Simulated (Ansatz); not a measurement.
The system is Rb2Mg.

```
Rb Mg
1.0
    -5.00254    5.00254    3.58133
     5.00254   -5.00254    3.58133
     5.00254    5.00254   -3.58133
Rb Mg
4 2
Direct
  0.83445 0.33445 0.16890
  0.16555 0.66555 0.83110
  0.33445 0.16555 0.50000
  0.66555 0.83445 0.50000
  0.25000 0.25000 0.00000
  0.75000 0.75000 0.00000
```

The cell comes from a database or a generator and needn't be the stable form of this composition.

| Quantity | Value |
| --- | --- |
| Program | Ansatz 0.2.0 |
| Task | single point |
| Functional | PBE |
| Potentials or basis | Ansatz PAW |
| Cutoff | 420 eV (not typed: the program's choice for these potentials) |
| k mesh | 5 × 5 × 5 |
| Occupations | fermi-dirac, width 0.05 eV |
| Spin | no spin polarisation |

On this cell: pressure 0.0 GPa; largest force 0.007 eV/Å; band gap on the k mesh none (metal or under the smearing width).

The same run follows on a disturbed copy (atoms moved at random, drawn with an rms of 0.05 Å):

```
Rb Mg
1.0
    -5.00254    5.00254    3.58133
     5.00254   -5.00254    3.58133
     5.00254    5.00254   -3.58133
Rb Mg
4 2
Direct
  0.83163 0.32475 0.16211
  0.16383 0.66432 0.83115
  0.32910 0.15629 0.49274
  0.66234 0.83089 0.50171
  0.25092 0.25147 0.00658
  0.75202 0.74919 0.99726
```

**Question.** What does the disturbed cell give?

**Answer.** The energy (extrapolated to zero smearing) moves by +0.7 meV/atom; pressure 0.0 GPa; largest force 0.059 eV/Å; band gap on the k mesh none (metal or under the smearing width).

Forces on the atoms (eV/Å):
```
Rb   0.034 -0.008  0.000
Rb  -0.013  0.000 -0.002
Rb   0.039  0.017 -0.005
Rb  -0.016  0.009  0.020
Mg  -0.051 -0.024  0.016
Mg   0.008  0.007 -0.029
```
